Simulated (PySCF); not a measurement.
**CsSn+: bond curves at several levels of theory**

One table from this session's results is given with a row withheld; the runs are named, their logs left out.

The runs use PySCF 2.14.0; Cs def2-SVPD with ECP46, Sn def2-SVPD with ECP28, scalar-relativistic core potentials.

The first run:

The job is set up so:

```
atoms                         : Cs, Sn
charge                        : 1
basis                         : Cs def2-SVPD with ECP46, Sn def2-SVPD with ECP28
Hamiltonian                   : scalar-relativistic core potentials
basis functions               : 59
electrons treated             : 30
masses in u                   : 132.9054, 119.9022
levels                        : PBE0, PBE, r²SCAN, BP86, revPBE, r²SCAN0, HSE06, HF, MP2, SCS-MP2, CCSD, CCSD(T)
grid                          : 80 radial by 434 angular points
occupations                   : held fixed by the projection of orbital angular momentum
dissociation limit            : Cs+ + Sn, each in its ground configuration
starting distance in angstrom : 3.655
values of 2S to try           : 0, 2
```

The run is started by

```console
OMP_NUM_THREADS=1 python dia.py task.json out
```

Among the steps run: Set-up; The PBE0 curve of the state that the search chose; Other states along the same grid; PBE; r²SCAN (meta-GGA); BP86 (GGA); revPBE; r²SCAN0; HSE06; UHF; Adding correlation.

One table of the session follows, with a row left open; its other results are not shown here.

Energy (eV) from each level's lowest point:

```
R (Å)    UHF  UHF-MP2  UHF-SCS-MP2  UHF-CCSD  UHF-CCSD(T)
3.693  0.222    0.161        0.170       n/a          n/a
3.865  0.118    0.076        0.082     0.078        0.076
4.036  0.055    0.028        0.032     0.030        0.028
4.165  0.027    0.010        0.012     0.010        0.010
4.294      ?        ?            ?         ?            ?
4.423  0.002    0.000        0.000     0.000        0.000
4.595  0.000    0.006        0.005     0.006        0.006
4.809  0.007    0.021        0.019     0.021        0.022
5.067  0.023    0.045        0.041     0.044        0.045
5.410  0.049    0.078        0.073       n/a          n/a
```

**Question.** Estimate the row for R (Å) = 4.294.

Worked estimate for «UHF». A straight line through the neighbours (4.165, 0.027) and (4.423, 0.002) gives 0.027 + (0.002 − 0.027) × (4.294 − 4.165) / (4.423 − 4.165) = 0.015; a parabola fitted to 4 rows on both sides gives 0.011.

The run gave: UHF: 0.010; UHF-MP2: 0.001; UHF-SCS-MP2: 0.002; UHF-CCSD: 0.002; UHF-CCSD(T): 0.001. In «UHF» the line misses by +0.005 and the parabola by +0.001.

Caveats from the session: The bond is weak, and basis-set superposition, which was not computed, may be a sizeable part of it.
